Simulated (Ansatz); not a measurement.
# HfHO+ (triplet): the correlation ladder, def2-TZVPP

One table from this session's results is given with a row withheld; the runs are named, their logs left out.

The runs use Ansatz 0.2.0, Gaussian basis; def2-TZVPP, core rule «outside noble gas», up to 5 orbitals frozen.

Plan: UHF; ROHF; CCSD(T) on UHF.

2 further runs of the same task are left out: 2 set aside as unsound or not needed.

## The geometry

The geometry is a PBE0/def2-TZVP stationary point (not a proven minimum) of the parent state, kept for this charge and spin. No spin-orbit coupling is included. Elements past krypton take def2 core potentials.

3 atoms, charge 1, spin multiplicity 3.

Atoms are counted from 1 here; the program's logs count them from 0.

Bond lengths: Hf1–O2 1.870 Å, O2–H3 0.953 Å. Angles: Hf1–O2–H3 180.0°.

As a file:

```
Hf    0.00000    0.00000    1.56447
O     0.00000    0.00000   -0.30559
H     0.00000    0.00000   -1.25888
```

Set-up of the first run:

Contents of in.yaml:

```yaml
crystal:
  periodic: [false, false, false]
  atoms:
    - {symbol: Hf, position_ang: [0.000000, 0.000000, 1.564473]}
    - {symbol: O, position_ang: [0.000000, 0.000000, -0.305590]}
    - {symbol: H, position_ang: [0.000000, 0.000000, -1.258884]}
basis:
  gaussian: {orbitals: def2-TZVPP}
total_charge: 1
magnetization: {spin_polarized: true, initial_magnetization: 2}
hamiltonian: {xc: hf}
output: {orbitals: {seedname: orbitals}}
```

On the command line:

```
ansatz run in.yaml --threads 1 --pin off --events-out ev --progress --plain --max-ram 4096MiB --backend cpu
```

Among the steps run: UHF; ROHF; CCSD(T) on UHF.

One table of the session follows, with a row left open; its other results are not shown here.

```
  method  from UCCSD(T) (meV)
    ROHF              +8291.5
     UHF              +8197.1
    UMP2               +365.4
   UCCSD                    ?
UCCSD(T)                    0
```

Estimate the missing values for UCCSD.

As computed: from UCCSD(T) (meV): +332.1. In the column «from UCCSD(T) (meV)» it lies between UCCSD(T) (0) and UMP2 (+365.4).
